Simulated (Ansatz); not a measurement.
Write a Python script for Ansatz's Python interface that makes a short molecular-dynamics run of BC7, space group P3m1. Level of theory: PBE, PAW, cutoff 420 eV, 3×3×1 k-points, cold smearing of 0.1 eV.

Contents of `bc7.vasp`:
```text
BC7
1.0
   2.53581730    0.00000000    0.00000000
  -1.26790865    2.19608220    0.00000000
   0.00000000    0.00000000    8.52226800
B C
1 7
Direct
   0.00000000    0.00000000    0.32286800
   0.00000000    0.00000000    0.51217800
   0.33333333    0.66666667    0.00001900
   0.33333333    0.66666667    0.81628400
   0.66666667    0.33333333    0.75495500
   0.66666667    0.33333333    0.57352600
   0.66666667    0.33333333    0.06354500
   0.66666667    0.33333333    0.23909400
```

`bc7.py`
```python
"""Short molecular dynamics of BC7."""

from dataclasses import dataclass

import ansatz as az
from ase import Atoms
from ase.io import read
from ase.neighborlist import neighbor_list
import numpy as np


@dataclass
class Options:
    xc: str = "PBE"
    ecut: int = 420
    k_length: int = 7
    n_steps: int = 12
    temperature_k: int = 2000


cfg = Options()

atoms = read("bc7.vasp", format="vasp")
system = az.Crystal.from_ase(atoms)

# a small cell and a short run: a test of the set-up, no statistics
calc = (
    system.calculation()
    .functional(cfg.xc)
    .occupations(az.OccupationsMethod.COLD)
    .basis(cfg.ecut)
    .kpoints(length=cfg.k_length)
    .md("langevin", timestep=1.0, steps=cfg.n_steps, temperature=cfg.temperature_k, friction=0.01, initial_velocities="maxwell_boltzmann", seed=223)
)
steps = []


def follow(event):
    if event["event"] != "md_step":
        return
    row = event["data"]
    steps.append(row)
    print(f"t = {row['time_fs']:6.1f} fs  E_pot = {row['lagrangian_ev']:.4f} eV  E_kin = {row['e_kin_ev']:.4f} eV  T = {row['temperature_k']:7.1f} K")


out = calc.session().plan(threads=1).execute(on_event=follow)
summary = out.report

temperature = np.array([s["temperature_k"] for s in steps])
print(f"mean temperature of the second half {temperature[len(steps) // 2 :].mean():.1f} K")

symbols = [site.symbol for site in out.lattice.sites]
pairs = np.concatenate([neighbor_list("d", Atoms(symbols, positions=s["positions_ang"], cell=out.lattice.cell_ang, pbc=True), 4.5) for s in steps[len(steps) // 2 :]])
counts, edges = np.histogram(pairs, bins=np.arange(0.5, 4.51, 0.25))
for low, count in zip(edges, counts / (len(symbols) * len(steps[len(steps) // 2 :]))):
    print(f"{low:4.2f}-{low + 0.25:4.2f} A  {count:6.2f} neighbours an atom")

track = np.array([s["positions_ang"] for s in steps])
names = np.array([site.symbol for site in out.lattice.sites])
for name in sorted(set(names)):
    msd = ((track[:, names == name] - track[0, names == name]) ** 2).sum(axis=2).mean(axis=1)
    print(f"mean square displacement of {name} (A^2):", np.round(msd[:: max(len(msd) // 6, 1)], 4))

with open("trajectory.xyz", "w") as handle:
    for s in steps[::5]:
        handle.write(f"{len(s['positions_ang'])}\nt = {s['time_fs']} fs\n")
        for site, xyz in zip(out.lattice.sites, s["positions_ang"]):
            handle.write("{} {:.4f} {:.4f} {:.4f}\n".format(site.symbol, *xyz))
```

Output of `python bc7.py`:
```text
DeckWarning: md: disabling space-group detection — thermal motion breaks the input geometry's symmetry, so no spatial operation reduces the k-mesh or symmetrises the density; time reversal is kept, so that k and −k are solved as one point where they differ and the mesh holds both, and exact exchange and, on two spinor [...]
t =    0.0 fs  E_pot = -1909.8698 eV  E_kin = 1.8096 eV  T =  1750.0 K
t =    1.0 fs  E_pot = -1909.8282 eV  E_kin = 1.8911 eV  T =  1828.8 K
t =    2.0 fs  E_pot = -1909.6681 eV  E_kin = 1.5721 eV  T =  1520.3 K
t =    3.0 fs  E_pot = -1909.4356 eV  E_kin = 1.2990 eV  T =  1256.2 K
t =    4.0 fs  E_pot = -1909.1687 eV  E_kin = 1.1824 eV  T =  1143.4 K
t =    5.0 fs  E_pot = -1908.9087 eV  E_kin = 0.8968 eV  T =   867.3 K
t =    6.0 fs  E_pot = -1908.6933 eV  E_kin = 0.7207 eV  T =   697.0 K
t =    7.0 fs  E_pot = -1908.5277 eV  E_kin = 0.6686 eV  T =   646.6 K
t =    8.0 fs  E_pot = -1908.4414 eV  E_kin = 0.4845 eV  T =   468.5 K
t =    9.0 fs  E_pot = -1908.4319 eV  E_kin = 0.5401 eV  T =   522.3 K
t =   10.0 fs  E_pot = -1908.4752 eV  E_kin = 0.5894 eV  T =   570.0 K
t =   11.0 fs  E_pot = -1908.5669 eV  E_kin = 0.7700 eV  T =   744.6 K
t =   12.0 fs  E_pot = -1908.6667 eV  E_kin = 0.8557 eV  T =   827.5 K
mean temperature of the second half 639.5 K
0.50-0.75 A    0.00 neighbours an atom
0.75-1.00 A    0.00 neighbours an atom
1.00-1.25 A    0.00 neighbours an atom
1.25-1.50 A    0.82 neighbours an atom
1.50-1.75 A    2.93 neighbours an atom
1.75-2.00 A    0.25 neighbours an atom
2.00-2.25 A    0.00 neighbours an atom
2.25-2.50 A    1.04 neighbours an atom
2.50-2.75 A   10.96 neighbours an atom
2.75-3.00 A    6.25 neighbours an atom
3.00-3.25 A    4.75 neighbours an atom
3.25-3.50 A    1.11 neighbours an atom
3.50-3.75 A    6.50 neighbours an atom
3.75-4.00 A    8.46 neighbours an atom
4.00-4.25 A    4.79 neighbours an atom
4.25-4.50 A   16.86 neighbours an atom
mean square displacement of B (A^2): [0.     0.0016 0.0064 0.0139 0.0218 0.0283 0.0323]
mean square displacement of C (A^2): [0.     0.0014 0.0048 0.0086 0.0119 0.014  0.0151]
```
(Warnings from the package without file and line, shortened.)

It writes `trajectory.xyz`:
```text
8
t = 0.0 fs
B 0.0000 0.0000 2.7516
C 0.0000 0.0000 4.3649
C -0.0000 1.4641 0.0002
C -0.0000 1.4641 6.9566
C 1.2679 0.7320 6.4339
C 1.2679 0.7320 4.8877
C 1.2679 0.7320 0.5415
C 1.2679 0.7320 2.0376
8
t = 5.0 fs
B -0.0965 -0.0222 2.7418
C 0.0320 0.0046 4.4135
C -0.0797 1.4524 0.0078
C 0.0168 1.4397 6.9645
C 1.2655 0.7059 6.4548
C 1.2451 0.6918 4.7998
C 1.3641 0.7635 0.5851
C 1.3361 0.8214 2.0114
8
t = 10.0 fs
B -0.1672 0.0028 2.7343
C 0.0250 -0.0110 4.4081
C -0.0846 1.4688 0.0086
C 0.0035 1.4251 6.9705
C 1.2847 0.6726 6.4634
C 1.2749 0.6906 4.7552
C 1.3806 0.7568 0.6177
C 1.3880 0.9005 2.0159
```

Absolute energies stand on the zero of these potentials, so only differences at equal settings mean something. A total without «per atom» is that of the whole cell that was run. For a metal this mesh is far too coarse, so the numbers only illustrate the procedure. The structure comes from a database of computed cells and needn't be a stable or known phase. A small cell, a coarse mesh and a very short run: it shows the set-up and gives no equilibrium averages. It ran for 7.8 s on 1 thread of Arm Neoverse V2 (shared host), peak memory 0.4 GiB.
